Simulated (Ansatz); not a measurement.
**CCl2FGeN: basis-set convergence**

The task here is to estimate one member of a computed series from the others.

Computed with Ansatz 0.2.0, Gaussian basis. Level: one geometry, several basis sets.

Levels to be run: PBE0-D4/def2-SVP; ωB97M-V/def2-SVP; PBE0-D4/def2-QZVPP; ωB97M-V/def2-QZVPP; the functionals' def2-TZVPP values are taken from earlier runs.

## Structure used throughout

All runs share one geometry, relaxed beforehand with PBE0-D4 in a triple-zeta def2 set.

SMILES `N#[C][Ge]([F])([Cl])[Cl]`, 6 atoms, charge 0, spin multiplicity 1.

Atoms are counted from 1 here; the program's logs count them from 0.

Bond lengths: N1–C2 1.150 Å, C2–Ge3 1.904 Å, Ge3–F4 1.709 Å, Ge3–Cl5 2.100 Å, Ge3–Cl6 2.100 Å. Angles: N1–C2–Ge3 178.9°, C2–Ge3–F4 106.8°, C2–Ge3–Cl5 110.3°, C2–Ge3–Cl6 110.3°, F4–Ge3–Cl5 108.5°, F4–Ge3–Cl6 108.5°, Cl5–Ge3–Cl6 112.1°.

The first run:

The input, in.yaml:

```yaml
crystal:
  periodic: [false, false, false]
  atoms:
    - {symbol: N, position_ang: [1.692193, -1.603173, 1.062614]}
    - {symbol: C, position_ang: [0.916858, -0.908203, 0.573724]}
    - {symbol: Ge, position_ang: [-0.346541, 0.270269, -0.227277]}
    - {symbol: F, position_ang: [-1.616220, -0.701311, -0.830922]}
    - {symbol: Cl, position_ang: [0.531144, 1.296913, -1.835771]}
    - {symbol: Cl, position_ang: [-1.135432, 1.581506, 1.211432]}
basis:
  gaussian: {orbitals: def2-SVP}
hamiltonian: {xc: pbe0, dispersion: d4}
output: {orbitals: {seedname: orbitals}}
```

Steps of the session up to this table: PBE0-D4 in def2-SVP; ωB97M-V in def2-SVP; PBE0-D4 in def2-QZVPP; ωB97M-V in def2-QZVPP.

One table of the session follows, with a row left open; its other results are not shown here.

It belongs to the step «Functionals by basis». 

| functional | basis | HOMO (eV) | LUMO (eV) |
| --- | --- | --- | --- |
| PBE0-D4 | def2-SVP | -10.14 | -1.64 |
| PBE0-D4 | def2-TZVPP | -10.25 | -1.85 |
| PBE0-D4 | def2-QZVPP | ? | ? |
| ωB97M-V | def2-SVP | -12.34 | 0.60 |
| ωB97M-V | def2-TZVPP | -12.52 | 0.29 |
| ωB97M-V | def2-QZVPP | -12.55 | 0.16 |

**Question.** Estimate the row for PBE0-D4, def2-QZVPP.

The run gave: HOMO (eV): -10.28; LUMO (eV): -1.91. In the column «HOMO (eV)» it lies between ωB97M-V, def2-SVP (-12.34) and PBE0-D4, def2-TZVPP (-10.25).
